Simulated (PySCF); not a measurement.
# C₆H₇NOS: magnetic properties

What do calculations give for the magnetic properties of C₆H₇NOS (`C=C/C(C#N)=C/[S@](C)=O`)?

Computed with PySCF 2.14.0 and routines of our own; the level stands in each step. Atoms count from 0.

### Step 1. The starting structure

16 atoms, charge 0, multiplicity 1; geometry from: GFN2-xTB.

### Step 2. Magnetic properties: GIAO B97-2/pcSseg-1

What the job is given:

```
{"job": {"kind": "mag", "xc": "B97-2", "basis": "pcSseg-1", "isotopologues": 0}, "charge": 0, "multiplicity": 1}
C     -2.923758    -0.854486    -0.454631
C     -1.864542    -0.858649     0.346774
C     -0.726075     0.039193     0.196463
C     -0.753092     0.960108    -0.882896
N     -0.767036     1.693137    -1.763739
C      0.341538     0.018022     1.009877
S      1.713623     1.197950     0.890196
C      2.524527     0.310010    -0.521331
O      2.538554     0.927989     2.063548
H     -3.005249    -0.172520    -1.285142
H     -3.745461    -1.532262    -0.302800
H     -1.796217    -1.546775     1.178529
H      0.404233    -0.648441     1.857362
H      2.699862    -0.724902    -0.249572
H      1.881733     0.390310    -1.390063
H      3.469761     0.810260    -0.703985
```

Method: GIAO B97-2/pcSseg-1 magnetisability, rotational g tensor and spin-rotation constants, non-relativistic, gas phase.

Run with:

```sh
$ OMP_NUM_THREADS=1 python excited_run.py task.json out
```

The driver reads the jobs from task.json and runs them one after another.

Log:

```text
coarse grid: 14632 points
cycle   1  E = -760.4774630361  dE =  1.569e+00  |g| = 9.898e-01  |ddm| = 4.040e+00
cycle   2  E = -759.1553482295  dE =  1.322e+00  |g| = 2.634e+00  |ddm| = 5.323e+00
cycle   3  E = -760.6614840331  dE = -1.506e+00  |g| = 2.540e-01  |ddm| = 4.576e+00
cycle   4  E = -760.6739683346  dE = -1.248e-02  |g| = 1.472e-01  |ddm| = 5.436e-01
cycle   5  E = -760.6784107494  dE = -4.442e-03  |g| = 5.794e-02  |ddm| = 1.783e-01
cycle   6  E = -760.6790765601  dE = -6.658e-04  |g| = 2.054e-02  |ddm| = 5.894e-02
cycle   7  E = -760.6791644619  dE = -8.790e-05  |g| = 4.935e-03  |ddm| = 2.227e-02
cycle   8  E = -760.6791697150  dE = -5.253e-06  |g| = 1.980e-03  |ddm| = 6.239e-03
final grid: 138800 points
cycle   9  E = -760.7361763772  dE = -5.628e-05  |g| = 6.995e-03  |ddm| = 4.183e-02
cycle  10  E = -760.7361517564  dE =  2.462e-05  |g| = 1.256e-02  |ddm| = 2.349e-02
cycle  11  E = -760.7361857303  dE = -3.397e-05  |g| = 1.020e-03  |ddm| = 1.687e-02
cycle  12  E = -760.7361858877  dE = -1.574e-07  |g| = 6.092e-04  |ddm| = 1.605e-03
cycle  13  E = -760.7361859645  dE = -7.672e-08  |g| = 2.196e-04  |ddm| = 6.198e-04
cycle  14  E = -760.7361859746  dE = -1.015e-08  |g| = 4.330e-05  |ddm| = 2.215e-04
cycle  15  E = -760.7361859749  dE = -2.988e-10  |g| = 2.615e-05  |ddm| = 5.531e-05
converged SCF energy = -760.7361859749

Magnetisability tensor (1e-30 J/T^2)
    -1201.92       83.22       24.12
       83.22    -1173.52      -97.65
       24.12      -97.65    -1254.56
isotropic -1210.00   principal values   -1351.80  -1199.54  -1078.67
isotropic susceptibility -72.868 1e-6 cm^3/mol

Inertial axes            a          b          c
rot. const./GHz      2.7030     0.8414     0.7147
chi total           -70.465    -68.256    -79.883
chi diamagnetic    -556.113  -1503.046  -1744.895
chi paramagnetic    485.648   1434.790   1665.012
quadrupole/D A       -0.707     -2.111      2.819
g nuclear            0.5661     0.5509     0.5481
g electronic        -0.6167    -0.5672    -0.5590
g total             -0.0506    -0.0163    -0.0109

Spin-rotation constants (kHz, H = +C I.J)
atom  isotope        aa         bb         cc
  4    14N        0.594      0.058      0.162
  9     1H       -0.225      0.067     -0.082
 10     1H        0.077     -0.035     -0.081
 11     1H       -0.265      0.079     -0.082
 12     1H       -0.249      0.099     -0.095
 13     1H       -0.335     -0.036     -0.010
 14     1H       -0.066     -0.049     -0.076
 15     1H       -0.007     -0.062     -0.077
  0    13C*       0.981      0.355      0.098
  1    13C*       0.931      0.385      0.113
  2    13C*       0.819      0.363      0.111
  3    13C*       1.184      0.005      0.305
  5    13C*       1.071      0.436      0.175
  6    33S*       0.996      0.330      0.336
  7    13C*       0.528      0.176      0.111
  8    17O*      -0.389     -0.042     -0.050
* in the singly substituted isotopologue
```

Run time: 54 s. Hardware: 1 thread of Intel Xeon Platinum 8488C, shared host; peak memory 0.94 GiB.

In short:

| quantity | value |
| --- | --- |
| magnetisability | -1210·10⁻³⁰ J/T² |
| molar susceptibility | -72.9·10⁻⁶ cm³/mol |
| rotational g (a, b, c) | -0.0506, -0.0163, -0.0109 |

Orbitals, density, ELF and potential are computed afterwards from the orbital file.

Frontier orbitals at B97-2/pcSseg-1, with the share of their density that lies nearest to each atom:

| orbital | energy (eV) | lies on |
| --- | --- | --- |
| HOMO | -6.77 | O8 45 %; S6 24 %; C7 7 % |
| LUMO | -2.50 | C5 29 %; C2 18 %; C0 12 % |

ELF in a plane through or near 7 of the atoms.

Ten even steps from '0' (0.00) to '9' (1.00):
```
0000000000000000000000000000
0000000000000000000000000000
0000000000000000000000000000
0000000000000000000000000000
0000000000016730035100000000
0000000110049970399810000000
0000001220039970699910000000
0000000000036630499602540000
0000000011036774622649995000
0000001255215886846849997000
0000299822400355437338993000
0000599932740134103785320000
0000399969980244204997100000
0000067328950244300797100000
0000000005600233200131000000
0000000000000233200000000000
0000000000000122100000000000
0000000000000000000000000000
0000000000000000000000000000
0000000000000000000000000000
```
The map spans 13.2 Å across and 9.9 Å up, centred on the molecule. Atoms in the plane (x, y in Å): C0 (3.1, -0.1), C1 (2.0, 0.6), C7 (-2.5, -0.5), H10 (4.0, 0.3), H11 (2.0, 1.7), H14 (-1.8, -1.4), H15 (-3.5, -0.9).

On the surface of density 0.002 e/bohr³ the electrostatic potential runs, from the 1st to the 99th percentile, from -1.84 V near O8 to 1.50 V near H12.

### Step 3. Magnetic properties: GIAO B3LYP/6-31++G**

Settings changed since step 2:

```diff
@@ -1,2 +1,2 @@
-{"job": {"kind": "mag", "xc": "B97-2", "basis": "pcSseg-1", "isotopologues": 0}, "charge": 0, "multiplicity": 1}
+{"job": {"kind": "mag", "xc": "B3LYP", "basis": "6-31++G**"}, "charge": 0, "multiplicity": 1}
 C     -2.923758    -0.854486    -0.454631
```

With the program's defaults for keys left out, this is: GIAO B3LYP/6-31++G** magnetisability, rotational g tensor and spin-rotation constants, non-relativistic, gas phase.

Log:

```text
coarse grid: 14632 points
cycle   1  E = -760.7927982155  dE =  1.577e+00  |g| = 9.869e-01  |ddm| = 1.537e+01
cycle   2  E = -759.3490771323  dE =  1.444e+00  |g| = 2.724e+00  |ddm| = 4.066e+01
cycle   3  E = -760.9819451843  dE = -1.633e+00  |g| = 2.843e-01  |ddm| = 3.588e+01
cycle   4  E = -760.9982704899  dE = -1.633e-02  |g| = 1.607e-01  |ddm| = 2.891e+00
cycle   5  E = -761.0034338430  dE = -5.163e-03  |g| = 7.245e-02  |ddm| = 1.159e+00
cycle   6  E = -761.0045610518  dE = -1.127e-03  |g| = 1.876e-02  |ddm| = 3.749e-01
cycle   7  E = -761.0046391543  dE = -7.810e-05  |g| = 4.670e-03  |ddm| = 1.240e-01
cycle   8  E = -761.0046439567  dE = -4.802e-06  |g| = 2.124e-03  |ddm| = 3.883e-02
final grid: 138800 points
cycle   9  E = -760.9168115099  dE = -2.529e-05  |g| = 7.576e-03  |ddm| = 4.712e-01
cycle  10  E = -760.9167856828  dE =  2.583e-05  |g| = 1.246e-02  |ddm| = 9.412e-02
cycle  11  E = -760.9168259285  dE = -4.025e-05  |g| = 2.310e-03  |ddm| = 7.500e-02
cycle  12  E = -760.9168272263  dE = -1.298e-06  |g| = 2.875e-04  |ddm| = 1.384e-02
cycle  13  E = -760.9168272392  dE = -1.287e-08  |g| = 2.124e-04  |ddm| = 2.460e-03
cycle  14  E = -760.9168272480  dE = -8.754e-09  |g| = 7.096e-05  |ddm| = 6.411e-04
cycle  15  E = -760.9168272491  dE = -1.173e-09  |g| = 1.442e-05  |ddm| = 4.171e-04
cycle  16  E = -760.9168272492  dE = -4.570e-11  |g| = 6.080e-06  |ddm| = 1.548e-04
converged SCF energy = -760.9168272492

Magnetisability tensor (1e-30 J/T^2)
    -1205.13       90.14       21.52
       90.14    -1179.31     -106.40
       21.52     -106.40    -1258.36
isotropic -1214.27   principal values   -1365.20  -1205.50  -1072.11
isotropic susceptibility -73.125 1e-6 cm^3/mol

Inertial axes            a          b          c
rot. const./GHz      2.7030     0.8414     0.7147
chi total           -70.664    -67.938    -80.773
chi diamagnetic    -557.362  -1504.785  -1747.320
chi paramagnetic    486.698   1436.846   1666.547
quadrupole/D A       -1.650     -2.223      3.873
g nuclear            0.5661     0.5509     0.5481
g electronic        -0.6180    -0.5680    -0.5595
g total             -0.0520    -0.0171    -0.0114

Spin-rotation constants (kHz, H = +C I.J)
atom  isotope        aa         bb         cc
  4    14N        0.528      0.053      0.145
  9     1H       -0.221      0.065     -0.083
 10     1H        0.078     -0.036     -0.081
 11     1H       -0.266      0.081     -0.082
 12     1H       -0.248      0.099     -0.097
 13     1H       -0.343     -0.039     -0.010
 14     1H       -0.066     -0.049     -0.076
 15     1H       -0.010     -0.063     -0.078
  0    13C*       0.903      0.325      0.087
  1    13C*       0.865      0.356      0.103
  2    13C*       0.769      0.337      0.102
  3    13C*       1.056      0.009      0.272
  5    13C*       0.996      0.407      0.165
  6    33S*       0.948      0.314      0.317
  7    13C*       0.496      0.163      0.100
  8    17O*      -0.360     -0.044     -0.048
* in the singly substituted isotopologue
```

It took 54 s on 1 thread of Intel Xeon Platinum 8488C, shared host; peak memory 0.86 GiB.

In short:

| quantity | value |
| --- | --- |
| magnetisability | -1214·10⁻³⁰ J/T² |
| molar susceptibility | -73.1·10⁻⁶ cm³/mol |
| rotational g (a, b, c) | -0.0520, -0.0171, -0.0114 |

### Step 4. The levels compared

| level | ξ (10⁻³⁰ J/T²) | g(a) | g(b) | gap (eV) | functions | time |
| --- | --- | --- | --- | --- | --- | --- |
| GIAO B97-2/pcSseg-1 | -1210 | -0.0506 | -0.0163 | 4.27 | 195 | 54 s |
| GIAO B3LYP/6-31++G** | -1214 | -0.0520 | -0.0171 | 4.22 | 208 | 54 s |

### Step 5. What came out

```
                                            quantity                      value
       magnetisability (step 2, GIAO B97-2/pcSseg-1)           -1210·10⁻³⁰ J/T²
  molar susceptibility (step 2, GIAO B97-2/pcSseg-1)         -72.9·10⁻⁶ cm³/mol
rotational g (a, b, c) (step 2, GIAO B97-2/pcSseg-1)  -0.0506, -0.0163, -0.0109
               surface potential, 1st and 99th percentile         -1.84 V and 1.50 V
                     magnetisability over the levels  -1214 to -1210·10⁻³⁰ J/T²
```

In words: By nearest atom (B97-2/pcSseg-1), the HOMO sits on O8 45 %; S6 24 % and the LUMO on C5 29 %; C2 18 %. The magnetisability spreads by 0.4 % over 2 levels of like cost. Two levels can agree by chance, so this spread shows no convergence. Vibrational averaging and real surroundings are missing from these values.
